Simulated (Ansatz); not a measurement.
Runs of Ansatz 0.2.0 on Ta3AsAu2O13. The typed cell holds 19 atoms: a = 5.402 Å, b = 5.959 Å, c = 8.675 Å, α = 100.05°, β = 94.76°, γ = 109.79°. The cell was built by a generator and needn't be a form met in nature.

```tsv
task	level	cell	k mesh	cutoff (eV)	points for each segment of the path	gap on the mesh (eV)	pressure (GPa)	relaxed volume (Å³/atom)	largest force (eV/Å)
band structure	revPBE	as given	6 × 5 × 3	420	10	(c)	(a)	-	0.14
relaxation of cell and atoms	revPBE	relaxed	4 × 4 × 3	420	-	(b)	0.0	13.82	0.01
relaxation of cell and atoms	r2SCAN	relaxed	4 × 4 × 3	500	-	0.74	0.0	12.90	0.01
band structure	r2SCAN	as given	6 × 5 × 3	500	10	0.72	-5.7	-	0.65
```

Alike in all rows: potentials or basis Ansatz PAW; no spin polarisation; smearing fermi-dirac 0.05 eV.

Task: Fill in the values left out.

Result: (a) 2.9; (b) 0.58; (c) 0.54.

Caveats: spin-orbit coupling is left out, which moves the levels of the heavy elements; the PAW data sets come from PBE, with cores solved anew for the run's functional, which leaves a small shift of forces and pressure; odd divisions of the mesh miss points on the zone boundary, where band edges often lie, so the gap on the mesh can be too wide (some runs); the plane-wave basis is chosen anew once the cell has moved, so the energies of steps on either side of that aren't comparable (some runs).

A k mesh can miss the band edges, and the runs leave out spin-orbit coupling on As, Au, Ta.
